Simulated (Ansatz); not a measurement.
Write a Python script for Ansatz 0.2.0 through its Python package that makes a point defect in a supercell of GaP, space group F-43m. Settings (first run): LDA, PAW, cutoff 381 eV, 2×2×2 k-points, Fermi-Dirac smearing of 0.05 eV.

```
Ga P
1.0
     0.00000    2.72525    2.72525
     2.72525    0.00000    2.72525
     2.72525    2.72525    0.00000
Ga P
1 1
Direct
  0.00000 0.00000 0.00000
  0.25000 0.25000 0.25000
```

`gap.py`:
```python
"""A substitution in a supercell of GaP, against the perfect cell."""

from dataclasses import dataclass

import ansatz as az
import numpy as np


@dataclass(frozen=True)
class RunConfig:
    k_spacing: float = 0.56
    occupations: str = "fermi_dirac"
    smearing_width: float = 0.05


cfg = RunConfig()

vectors = np.array([
    [0.0, 2.72525, 2.72525],
    [2.72525, 0.0, 2.72525],
    [2.72525, 2.72525, 0.0],
])
cell = (
    az.Lattice.of(vectors)
    .atom("Ga", [0.0, 0.0, 0.0])
    .atom("P", [0.25, 0.25, 0.25])
)
host = cell.supercell(2)
defective = host.substitution("Ge", at=[0.0, 0.0, 0.0], replaces="Ga")

def settled(structure):
    return (
        structure.calculation()
        .functional(az.Functional.LDA)
        .pseudopotentials("paw")
        .basis(28 * az.Ry)
        .accuracy("medium")  # preset for grids and thresholds
        .kpoints(spacing=cfg.k_spacing)  # the mesh must be finer for metals
        .scf(self_checks="high")
        .occupations(cfg.occupations, width=cfg.smearing_width)  # fractional filling near the Fermi level
        .band_table()  # levels at the mesh points
    )


perfect = settled(host).run().report
job = settled(defective).forces()
out = job.run()
report = out.report

n_host, n_defect = len(perfect["lattice"]["sites"]), len(report["lattice"]["sites"])
print(f"perfect cell: {n_host} atoms, F = {perfect['free_energy_ev']:.4f} eV")
print(f"defect cell:  {n_defect} atoms, F = {report['free_energy_ev']:.4f} eV")
# chemical potentials are still to be added to this difference
print(f"difference {report['free_energy_ev'] - perfect['free_energy_ev']:.4f} eV (no chemical potentials)")

for site in out.lattice.sites:
    print(f"{site.symbol:2s}", " ".join(f"{v:8.4f}" for v in site.position_ang))
```

```console
$ python gap.py
DeckWarning: basis.ecutwfc = 380.959407443832 eV is below the records' recommended 420 eV, and the density's cutoff is lower with it unless basis.ecutrho_ratio is high enough to keep the records' density cutoff: compare with a run at a higher cutoff
perfect cell: 16 atoms, F = -35468.7894 eV
defect cell:  16 atoms, F = -35976.2820 eV
difference -507.4927 eV (no chemical potentials)
Ge   0.0000   0.0000   0.0000
P    1.3626   1.3626   1.3626
Ga   2.7252   2.7252   0.0000
P    4.0879   4.0879   1.3626
Ga   2.7252   0.0000   2.7252
P    4.0879   1.3626   4.0879
Ga   5.4505   2.7252   2.7252
P    6.8131   4.0879   4.0879
Ga   0.0000   2.7252   2.7252
P    1.3626   4.0879   4.0879
Ga   2.7252   5.4505   2.7252
P    4.0879   6.8131   4.0879
Ga   2.7252   2.7252   5.4505
P    4.0879   4.0879   6.8131
Ga   5.4505   5.4505   5.4505
P    6.8131   6.8131   6.8131
```
(Warnings from the package without file and line.)

These settings explore the input space; cutoff and mesh may be short of convergence. The cutoff lies under the one recommended for these potentials. Extra carriers fill band states at a few k-points, so forces and energy hang on the mesh. The atoms stand at ideal sites; relaxing them can change energy and levels by an eV or more. The difference holds no chemical potentials. The starting cell is as deposited in a crystallographic database; the results hold for this polymorph, which needn't be the stable one. The supercell is small, so the defect meets its images and the energies aren't those of an isolated defect; a partly filled defect level may also lower its energy by spin or distortion. For a charged cell the difference holds no correction, alignment or term for the electrons' reservoir. The whole script took 20 s on 1 thread of Arm Neoverse N1 (shared host), peak memory 0.58 GiB.
